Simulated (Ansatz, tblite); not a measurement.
# Sn3H8: a ladder of methods and basis sets

An exercise on one series of results from a longer session: the logs are not shown, and one member is left open.

Method: as each input shows; program: Ansatz 0.2.0, Gaussian basis.

Levels to be run: GFN1-xTB, GFN2-xTB, PBE-D4/def2-TZVP, r2SCAN-D4/def2-TZVP, revPBE-D4/def2-TZVP, r2SCAN0-D4/def2-TZVP, ωB97X-V/def2-TZVP, HF/def2-TZVP, BHLYP-D4/def2-TZVP, r2SCANh-D4/def2-TZVP, B97M-V/def2-TZVP, PBE-D4/def2-SVP, PBE0-D4/def2-SVP, PBE0-D4/def2-TZVPD, PBE-D4/def2-TZVPD, r2SCAN-D4/def2-TZVPD, CCSD(T)/def2-SVP, MP2/def2-TZVP, RPA/def2-TZVP.

4 further runs of the same task are left out: 2 that didn't finish, 2 set aside as unsound or not needed. Runs told in other sessions of the task aren't counted.

**The relaxed structure**

The geometry is that of the singlet, from an earlier relaxation (PBE0-D4/def2-SVP).

11 atoms, charge 0, spin multiplicity 1.

Bond lengths: Sn1–H2 1.714 Å, Sn1–H3 1.715 Å, Sn1–H4 1.714 Å, Sn1–Sn5 2.782 Å, Sn5–H6 1.717 Å, Sn5–H7 1.718 Å, Sn5–Sn8 2.781 Å, Sn8–H9 1.715 Å, Sn8–H10 1.714 Å, Sn8–H11 1.714 Å. Angles: H2–Sn1–H3 108.6°, H2–Sn1–H4 108.3°, H2–Sn1–Sn5 110.2°, H3–Sn1–H4 108.5°, H3–Sn1–Sn5 111.3°, H4–Sn1–Sn5 109.8°, Sn1–Sn5–H6 109.6°, Sn1–Sn5–H7 109.3°, Sn1–Sn5–Sn8 111.7°, H6–Sn5–H7 107.4°, H6–Sn5–Sn8 109.6°, H7–Sn5–Sn8 109.1°, Sn5–Sn8–H9 111.3°, Sn5–Sn8–H10 110.2°, Sn5–Sn8–H11 109.8°, H9–Sn8–H10 108.6°, H9–Sn8–H11 108.6°, H10–Sn8–H11 108.3°.

Sn takes a core potential in the def2 sets. No spin-orbit coupling is included.

PBE0-D4/def2-TZVP was run before; its log isn't repeated, and its numbers join the tables.

Set-up of the first run:

Tight binding, by tblite at 300 K electronic temperature and without a spin-polarisation term:

```python
tblite.interface.Calculator('GFN1-xTB', numbers, positions, charge=0, uhf=0).singlepoint()
```

Tight binding, by tblite at 300 K electronic temperature and without a spin-polarisation term:

```python
tblite.interface.Calculator('GFN2-xTB', numbers, positions, charge=0, uhf=0).singlepoint()
```

start.molden holds the orbitals of an earlier run on this state, given as this run's starting guess.

The input, in.yaml:

```yaml
crystal:
  periodic: [false, false, false]
  atoms:
    - {symbol: Sn, position_ang: [-1.658263, 0.340464, -1.617030]}
    - {symbol: H, position_ang: [-1.017249, -0.515176, -2.957175]}
    - {symbol: H, position_ang: [-3.365846, 0.180738, -1.631750]}
    - {symbol: H, position_ang: [-1.265209, 1.999238, -1.798650]}
    - {symbol: Sn, position_ang: [-0.573964, -0.631257, 0.753275]}
    - {symbol: H, position_ang: [-0.693999, -2.344131, 0.780875]}
    - {symbol: H, position_ang: [-1.483699, -0.030526, 2.080462]}
    - {symbol: Sn, position_ang: [2.086108, 0.122862, 1.054872]}
    - {symbol: H, position_ang: [2.744102, -0.481940, 2.518773]}
    - {symbol: H, position_ang: [3.022039, -0.473066, -0.251809]}
    - {symbol: H, position_ang: [2.205990, 1.832802, 1.068146]}
basis:
  gaussian: {orbitals: def2-TZVP, initial_orbitals: start.molden}
hamiltonian: {xc: pbe, dispersion: d4}
scf: {omitted_lower_state_checks: [starts]}
output: {orbitals: {seedname: orbitals}}
```

Command:

```console
> ansatz run in.yaml --threads 4 --pin off --events-out ev --progress --plain --max-ram 3916MiB
```

Steps of the session up to this table: PBE-D4/def2-TZVP; r2SCAN-D4/def2-TZVP; revPBE-D4/def2-TZVP; r2SCAN0-D4/def2-TZVP; ωB97X-V/def2-TZVP; HF/def2-TZVP; BHLYP-D4/def2-TZVP; r2SCANh-D4/def2-TZVP; B97M-V/def2-TZVP; PBE-D4/def2-SVP; PBE0-D4/def2-SVP; PBE0-D4/def2-TZVPD; PBE-D4/def2-TZVPD; r2SCAN-D4/def2-TZVPD; CCSD(T)/def2-SVP; MP2/def2-TZVP; RPA/def2-TZVP.

One table of the session follows, with a row left open; its other results are not shown here.

| level | HOMO (eV) | gap (eV) |
| --- | --- | --- |
| HF/def2-TZVP | -9.36 | 11.11 |
| PBE-D4/def2-SVP | -6.37 | 4.74 |
| PBE-D4/def2-TZVP | ? | ? |
| PBE-D4/def2-TZVPD | -6.44 | 4.60 |
| revPBE-D4/def2-TZVP | -6.38 | 4.65 |
| r2SCAN-D4/def2-TZVP | -6.66 | 5.13 |
| r2SCAN-D4/def2-TZVPD | -6.66 | 5.11 |
| B97M-V/def2-TZVP | -6.72 | 5.15 |
| r2SCANh-D4/def2-TZVP | -6.99 | 5.72 |
| PBE0-D4/def2-SVP | -7.32 | 6.46 |
| PBE0-D4/def2-TZVP | -7.35 | 6.33 |
| PBE0-D4/def2-TZVPD | -7.35 | 6.27 |
| r2SCAN0-D4/def2-TZVP | -7.49 | 6.62 |
| BHLYP-D4/def2-TZVP | -8.13 | 7.88 |
| ωB97X-V/def2-TZVP | -9.37 | 10.15 |

Q: Estimate the row for PBE-D4/def2-TZVP from the others.

As computed: HOMO (eV): -6.43; gap (eV): 4.63. In the column «HOMO (eV)» it lies between PBE-D4/def2-TZVPD (-6.44) and revPBE-D4/def2-TZVP (-6.38).
